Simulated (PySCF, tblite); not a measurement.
**C₄H₁₃NOSi: geometry, infrared bands and NMR shifts**

Aim: predict the infrared bands and NMR shifts of C₄H₁₃NOSi (`CC(C)(C)[Si@@H](N)O`).

Computed with tblite 0.8.0 and PySCF 2.14.0, with density-fitted response routines of our own, on a single molecule in the gas phase. Atoms count from 0, in the outputs and in this text.

## Step 1: The starting structure

20 atoms, charge 0, multiplicity 1; geometry from: force field or distance geometry start.

Bonds of the start (Å): C0–C1 1.54, C1–C2 1.54, C1–C3 1.54, C1–Si4 1.96, Si4–N5 1.69, Si4–O6 1.66, C0–H7 1.10, C0–H8 1.09, C0–H9 1.11, C2–H10 1.11, C2–H11 1.09, C2–H12 1.09, C3–H13 1.10, C3–H14 1.09, C3–H15 1.09, Si4–H16 1.47, N5–H17 1.02, N5–H18 1.03, O6–H19 0.96.

## Step 2: Geometry optimisation with GFN2-xTB

The job: settings as JSON, then the geometry in Å.

```
{"job": {"kind": "relax", "xc": "GFN2-xTB", "basis": "xTB"}, "charge": 0, "multiplicity": 1}
C     -0.677800    -0.262300    -1.609700
C     -0.551600     0.038600    -0.107200
C     -1.432700     1.243700     0.251500
C     -1.063200    -1.183700     0.683400
Si     1.306300     0.418200     0.374900
N      2.317600    -0.867800    -0.052600
O      1.949600     1.666200    -0.508900
H     -0.346700     0.594600    -2.212600
H     -0.090500    -1.136500    -1.906200
H     -1.734500    -0.465000    -1.869600
H     -2.493000     1.045000    -0.004700
H     -1.403500     1.484100     1.319100
H     -1.142100     2.145000    -0.295100
H     -0.996600    -1.028500     1.771800
H     -0.488800    -2.085400     0.461500
H     -2.113500    -1.400200     0.462100
H      1.466900     0.652200     1.817000
H      2.085400    -1.683600     0.516900
H      3.271600    -0.615400     0.225100
H      2.132000     1.451500    -1.428200
```

Launch:

```sh
$ OMP_NUM_THREADS=1 python probes_run.py task.json out
```

The driver reads the jobs from task.json and runs them one after another.

**Question.** This job is followed by: GFN2-xTB harmonic vibrations, gas phase; GIAO PBE0/pcSseg-1 NMR shielding, non-relativistic, gas phase. Predict these results of the whole session: strongest single infrared mode (GFN2-xTB); zero-point energy (GFN2-xTB); 13C shifts against TMS (PBE0/pcSseg-1, means over atoms taken as alike); 1H shifts against TMS (PBE0/pcSseg-1, means over atoms taken as alike); 29Si shifts against TMS (PBE0/pcSseg-1); 15N shifts against NH3 (PBE0/pcSseg-1); 17O shifts against H2O (PBE0/pcSseg-1).

**Answer**, as computed:

| quantity | value |
| --- | --- |
| strongest single infrared mode (GFN2-xTB) | 831 cm⁻¹, 333 km/mol |
| zero-point energy (GFN2-xTB) | 105.8 kcal/mol |
| 13C shifts against TMS (PBE0/pcSseg-1, means over atoms taken as alike) | 26.9, 21.5 ppm |
| 1H shifts against TMS (PBE0/pcSseg-1, means over atoms taken as alike) | 4.80, 1.37, 0.90, 0.45 ppm |
| 29Si shifts against TMS (PBE0/pcSseg-1) | -11.3 ppm |
| 15N shifts against NH3 (PBE0/pcSseg-1) | 23.4 ppm |
| 17O shifts against H2O (PBE0/pcSseg-1) | 31.6 ppm |

In words: The optimisation took 49 steps and gained 0.324 eV; among the close pairs (by a distance rule), C1–Si4 changed most, from 1.957 to 1.916 Å. No mode is imaginary among the 54: a minimum at this level. The strongest single mode, at 831 cm⁻¹, moves mainly H19. Unscaled tight-binding wavenumbers are off by several per cent, some by more. Its intensities can rank the bands wrongly.
